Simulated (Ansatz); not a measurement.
# CH₄Cl₂SSi: basis-set convergence

How large a basis does CH₄Cl₂SSi need? Two functionals are run in growing sets.

Computed with Ansatz 0.2.0, Gaussian basis. Level: one geometry, several basis sets.

Levels to be run: PBE0-D4/def2-SVP; ωB97M-V/def2-SVP; PBE0-D4/def2-QZVPP; ωB97M-V/def2-QZVPP; the functionals' def2-TZVPP values are taken from earlier runs.

## Step 1: The geometry

The geometry comes from an earlier relaxation with PBE0-D4/def2-TZVP; it is a stationary point, not always the lowest conformer.

SMILES `C[Si](S)(Cl)Cl`, 9 atoms, charge 0, spin multiplicity 1.

Atoms are counted from 1 here; the program's logs count them from 0.

Bond lengths: C1–Si2 1.847 Å, C1–H6 1.092 Å, C1–H7 1.092 Å, C1–H8 1.092 Å, Si2–S3 2.121 Å, Si2–Cl4 2.045 Å, Si2–Cl5 2.051 Å, S3–H9 1.345 Å. Angles: Si2–C1–H6 109.9°, Si2–C1–H7 110.2°, Si2–C1–H8 110.1°, H6–C1–H7 108.9°, H6–C1–H8 109.2°, H7–C1–H8 108.6°, C1–Si2–S3 114.3°, C1–Si2–Cl4 110.1°, C1–Si2–Cl5 108.3°, S3–Si2–Cl4 104.6°, S3–Si2–Cl5 110.6°, Cl4–Si2–Cl5 108.8°, Si2–S3–H9 93.2°.

## Step 2: PBE0-D4 in def2-SVP

Contents of in.yaml:

```yaml
crystal:
  periodic: [false, false, false]
  atoms:
    - {symbol: C, position_ang: [-1.184658, -0.243556, -0.009465]}
    - {symbol: Si, position_ang: [0.555203, 0.242794, -0.394329]}
    - {symbol: S, position_ang: [2.020360, -0.793711, 0.736034]}
    - {symbol: Cl, position_ang: [0.997100, -0.203127, -2.340118]}
    - {symbol: Cl, position_ang: [0.731550, 2.268106, -0.122805]}
    - {symbol: H, position_ang: [-1.317072, -1.313938, -0.177895]}
    - {symbol: H, position_ang: [-1.417149, -0.019000, 1.033977]}
    - {symbol: H, position_ang: [-1.878192, 0.308481, -0.647287]}
    - {symbol: H, position_ang: [1.581356, -0.292350, 1.904785]}
basis:
  gaussian: {orbitals: def2-SVP}
hamiltonian: {xc: pbe0, dispersion: d4}
output: {orbitals: {seedname: orbitals}}
```

Launch:

```console
ansatz run in.yaml --threads 4 --pin off --events-out ev --progress --plain --max-ram 10444MiB
```

After this run come: ωB97M-V in def2-SVP; PBE0-D4 in def2-QZVPP; ωB97M-V in def2-QZVPP.

**Question.** What will the summary of the whole plan be? Wanted: PBE0-D4: double and triple zeta above quadruple; ωB97M-V: double and triple zeta above quadruple.

**Answer**, as computed:

| quantity | value |
| --- | --- |
| PBE0-D4: double and triple zeta above quadruple | 17.95, 1.39 eV |
| ωB97M-V: double and triple zeta above quadruple | 17.83, 1.32 eV |

What this shows: PBE0-D4 gains 16.56 eV from double to triple zeta, then 1.39 eV more. Total energies overstate the basis error of differences, where much of it tends to cancel. The LUMO of ωB97M-V is positive and keeps falling with the basis (2.49 to 1.35 eV): an unbound level that the basis holds in place.
